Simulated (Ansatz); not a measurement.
**BrClGaHO: small, medium and large basis sets**

One table from this session's results is given with a row withheld; the runs are named, their logs left out.

Method: one geometry, several basis sets; program: Ansatz 0.2.0, Gaussian basis.

Plan: PBE0-D4/def2-SVP; ωB97M-V/def2-SVP; PBE0-D4/def2-QZVPP; ωB97M-V/def2-QZVPP; the functionals' def2-TZVPP values are taken from earlier runs.

## The relaxed structure

The geometry comes from an earlier relaxation with PBE0-D4 in a triple-zeta def2 set; it is a stationary point.

SMILES `[OH][Ga]([Cl])[Br]`, 5 atoms, charge 0, spin multiplicity 1.

Atoms are counted from 1 here; the program's logs count them from 0.

Bond lengths: O1–Ga2 1.766 Å, O1–H5 0.961 Å, Ga2–Cl3 2.112 Å, Ga2–Br4 2.267 Å. Angles: Ga2–O1–H5 112.9°, O1–Ga2–Cl3 118.0°, O1–Ga2–Br4 121.1°, Cl3–Ga2–Br4 120.9°.

As a file:

```xyz
5
charge 0, multiplicity 1
O     0.3577    1.3323    0.3234
Ga    0.1125   -0.3952    0.0510
Cl    1.4343   -1.7464    0.9928
Br   -1.5708   -1.1436   -1.2704
H    -0.2836    1.8791   -0.1382
```

Set-up of the first run:

Contents of in.yaml:

```yaml
crystal:
  periodic: [false, false, false]
  atoms:
    - {symbol: O, position_ang: [0.357692, 1.332259, 0.323418]}
    - {symbol: Ga, position_ang: [0.112472, -0.395229, 0.051005]}
    - {symbol: Cl, position_ang: [1.434292, -1.746359, 0.992826]}
    - {symbol: Br, position_ang: [-1.570809, -1.143613, -1.270400]}
    - {symbol: H, position_ang: [-0.283649, 1.879141, -0.138249]}
basis:
  gaussian: {orbitals: def2-SVP}
hamiltonian: {xc: pbe0, dispersion: d4}
output: {orbitals: {seedname: orbitals}}
```

Among the steps run: PBE0-D4 in def2-SVP; ωB97M-V in def2-SVP; PBE0-D4 in def2-QZVPP; ωB97M-V in def2-QZVPP.

One of the session's tables, all rows but one given; the rest of the session is left out.

It belongs to the step «Functionals by basis». 

| functional | basis | HOMO (eV) | LUMO (eV) |
| --- | --- | --- | --- |
| PBE0-D4 | def2-SVP | -8.78 | -1.49 |
| PBE0-D4 | def2-TZVPP | -8.90 | -1.66 |
| PBE0-D4 | def2-QZVPP | ? | ? |
| ωB97M-V | def2-SVP | -10.97 | 0.48 |
| ωB97M-V | def2-TZVPP | -11.13 | 0.24 |
| ωB97M-V | def2-QZVPP | -11.16 | 0.02 |

Q: Estimate the row for PBE0-D4, def2-QZVPP from the others.

The run gave: HOMO (eV): -8.93; LUMO (eV): -1.76. In the column «HOMO (eV)» it lies between ωB97M-V, def2-SVP (-10.97) and PBE0-D4, def2-TZVPP (-8.90).
